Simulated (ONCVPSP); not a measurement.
**Oxygen: generating and testing an ONCV potential**

Aim: build the potential from the settings below, then test how well it stands in for the atom: other configurations, scattering, ghost states and the plane-wave cutoff that it needs.

The numbers are computed with ONCVPSP 4.0.1.1 (patched build) (PBEsol, scalar-relativistic, spin-unpolarised reference atom).

15 further runs of the same task are left out: 1 that didn't finish, 14 set aside as unsound or not needed.

## Step 1: The atom and the settings

Typed settings, in words:

- element: oxygen (O, Z = 8)
- type: optimised norm-conserving Vanderbilt (ONCV)
- frozen core: [He]
- valence charge: 6
- reference configuration: 2s2 2p4
- partial waves: 2s: rc 0.60 bohr, ncon 4, nbas 9, qcut 12.7 1/bohr, 2 projectors, debl 1.7 Ha; 2p: rc 1.75 bohr, ncon 4, nbas 9, qcut 8.5 1/bohr, 2 projectors, debl 2.6 Ha; d scattering state at 0.06 Ha: rc 1.40 bohr, ncon 4, nbas 7, qcut 7.3 1/bohr, 2 projectors, debl 3.8 Ha
- local potential: polynomial inside 0.55 bohr (lpopt 3, dvloc0 3 Ha)
- core correction: not asked for

An earlier all-electron run gives the scale for the radii.

All-electron outer shells of the reference configuration (PBEsol, scalar-relativistic, ld1.x):

```
shell  level (eV)  outermost node (bohr)  outermost maximum (bohr)
   1s     -512.77                      –                      0.13
   2s      -23.81                   0.28                      0.87
   2p       -8.97                      –                      0.82
```

## Step 2: The generation run

The input, O.dat:

```
# ATOM AND REFERENCE CONFIGURATION
# atsym  z   nc   nv     iexc    psfile
  O 8.00    1    2  -116133      upf
#
#   n    l    f
    1    0    2.00
    2    0    2.00
    2    1    4.00
#
# PSEUDOPOTENTIAL AND OPTIMIZATION
# lmax
    2
#
#   l,   rc,      ep,       ncon, nbas, qcut
    0    0.60    0.00    4    9   12.70
    1    1.75    0.00    4    9    8.50
    2    1.40    0.06    4    7    7.30
#
# LOCAL POTENTIAL
# lloc, lpopt,  rc(5),   dvloc0
    4    3    0.55    3.00
#
# VANDERBILT-KLEINMAN-BYLANDER PROJECTORs
# l, nproj, debl
    0    2    1.70
    1    2    2.60
    2    2    3.80
#
# MODEL CORE CHARGE
# icmod, fcfact, rcfact
    0    0.00    0.00
#
# LOG DERIVATIVE ANALYSIS
# epsh1, epsh2, depsh
   -2.00    5.00    0.02
#
# OUTPUT GRID
# rlmax, drl
    6.00    0.01
#
# TEST CONFIGURATIONS
# ncnf
    4
# nvcnf
#   n    l    f
    2
    2    0    2.00
    2    1    3.00
#
    2
    2    0    2.00
    2    1    2.00
#
    2
    2    0    2.00
    2    1    1.00
#
    2
    2    0    2.00
    2    1    3.50
#
```

Run with:

```bash
oncvpsp.x < O.dat > O.out
```

**Question.** What will these runs give? Wanted: cutoffs for 1 and 0.1 mHa per electron, occupied waves; bound ghosts; GHOST(+) flags; largest test error; largest phase difference near zero energy, channels read.

**Answer**, as computed:

| quantity | value |
| --- | --- |
| cutoffs for 1 and 0.1 mHa per electron, occupied waves | 80 Ha and 597 Ha |
| bound ghosts | s at -394.39 eV |
| GHOST(+) flags | none at low energy |
| largest test error (AE − PS) | +1382 meV, for 2s2 2p1 |
| largest phase difference near zero energy, channels read | 0.000 rad |

A bound ghost (s) makes it unfit for use: electrons can fall into a state that the atom doesn't have. The worst unpolarised test, 2s2 2p1, is off by 1382 meV on 103.5 eV; by total energies transferability rates as poor. That test lies far up in energy; among those under 40 eV, nearer to bonding, the largest error is 49 meV. The potential is very hard: the looser tolerance needs 80 Ha. The tighter tolerance needs 597 Ha, and converged work needs a cutoff nearer that. At the looser tolerance the 2s wave is the slowest; 2p needs 24 Ha. Near zero energy the phases of the channels with partial waves agree within 0.001 rad. These are tests on the free atom; a crystal test is still owed.
